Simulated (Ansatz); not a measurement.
# ClGeH₃O₃: a ladder of functionals and wavefunction methods

The task here is to estimate one member of a computed series from the others.

Program: Ansatz 0.2.0, Gaussian basis. Level of theory: functionals in def2-TZVPP, the program's frozen cores in correlated methods. These are calculated values, not measurements.

Levels to be run: PBE-D4, r2SCAN-D4, PBE0-D4, B3LYP-D4, ωB97X-V, ωB97M-V, B2PLYP; CCSD(T)/def2-TZVPP; MP2/def2-QZVPP; extrapolation to the limit.

## The geometry

The geometry comes from an earlier relaxation with PBE0-D4 in a triple-zeta def2 set; it is a stationary point, not always the lowest conformer.

SMILES `[OH][Ge]([OH])([OH])[Cl]`, 8 atoms, charge 0, spin multiplicity 1.

Atoms are counted from 1 here; the program's logs count them from 0.

Bond lengths: O1–Ge2 1.746 Å, O1–H6 0.961 Å, Ge2–O3 1.746 Å, Ge2–O4 1.746 Å, Ge2–Cl5 2.147 Å, O3–H7 0.961 Å, O4–H8 0.961 Å. Angles: Ge2–O1–H6 113.1°, O1–Ge2–O3 109.1°, O1–Ge2–O4 109.0°, O1–Ge2–Cl5 109.9°, O3–Ge2–O4 109.1°, O3–Ge2–Cl5 109.8°, O4–Ge2–Cl5 109.9°, Ge2–O3–H7 113.1°, Ge2–O4–H8 113.1°.

Geometry (Å):

```mol
ClGeH3O3
  3D, bonds by distance, orders not assigned

  8  7  0  0  0  0  0  0  0  0999 V2000
   -1.6409   -0.1606    0.5388 O   0  0
    0.0135    0.0363    0.0155 Ge  0  0
    0.9763   -1.2718    0.6571 O   0  0
    0.0689   -0.0142   -1.7293 O   0  0
    0.7820    1.9149    0.7158 Cl  0  0
   -2.2096    0.5672    0.2735 H   0  0
    1.0669   -1.2397    1.6133 H   0  0
    0.9429    0.1679   -2.0846 H   0  0
  1  2  8  0
  2  3  8  0
  2  4  8  0
  2  5  8  0
  1  6  8  0
  3  7  8  0
  4  8  8  0
M  END
```

The first run:

in.yaml

```yaml
crystal:
  periodic: [false, false, false]
  atoms:
    - {symbol: O, position_ang: [-1.640879, -0.160598, 0.538776]}
    - {symbol: Ge, position_ang: [0.013499, 0.036277, 0.015484]}
    - {symbol: O, position_ang: [0.976274, -1.271759, 0.657149]}
    - {symbol: O, position_ang: [0.068872, -0.014190, -1.729303]}
    - {symbol: Cl, position_ang: [0.782006, 1.914925, 0.715771]}
    - {symbol: H, position_ang: [-2.209592, 0.567169, 0.273499]}
    - {symbol: H, position_ang: [1.066900, -1.239725, 1.613273]}
    - {symbol: H, position_ang: [0.942940, 0.167902, -2.084639]}
basis:
  gaussian: {orbitals: def2-TZVPP}
hamiltonian: {xc: pbe, dispersion: d4}
output: {forces: true, orbitals: {seedname: orbitals}}
```

Started as:

```
$ ansatz run in.yaml --threads 2 --pin off --events-out ev --progress --plain --max-ram 22528MiB --backend cpu
```

Among the steps run: PBE-D4 (GGA); r2SCAN-D4 (meta-GGA); PBE0-D4 (hybrid); B3LYP-D4 (hybrid); ωB97X-V (range-separated); ωB97M-V (range-separated); B2PLYP (double hybrid); CCSD(T) in def2-TZVPP; MP2 in def2-QZVPP.

One table of the session follows, with a row left open; its other results are not shown here.

```
            method  atomisation energy (kJ/mol)
            PBE-D4                       2930.3
         r2SCAN-D4                       2886.5
           PBE0-D4                       2835.2
          B3LYP-D4                            ?
           ωB97X-V                       2883.4
           ωB97M-V                       2873.4
            B2PLYP                       2831.9
     HF/def2-TZVPP                       1896.8
    MP2/def2-TZVPP                       2927.9
   CCSD/def2-TZVPP                       2752.3
CCSD(T)/def2-TZVPP                       2814.8
           MP2/CBS                       3016.4
       CCSD(T)/CBS                       2903.3
```

Q: Estimate the row for B3LYP-D4 from the others.

The run gave: atomisation energy (kJ/mol): 2830.7. In the column «atomisation energy (kJ/mol)» it lies between CCSD(T)/def2-TZVPP (2814.8) and B2PLYP (2831.9).
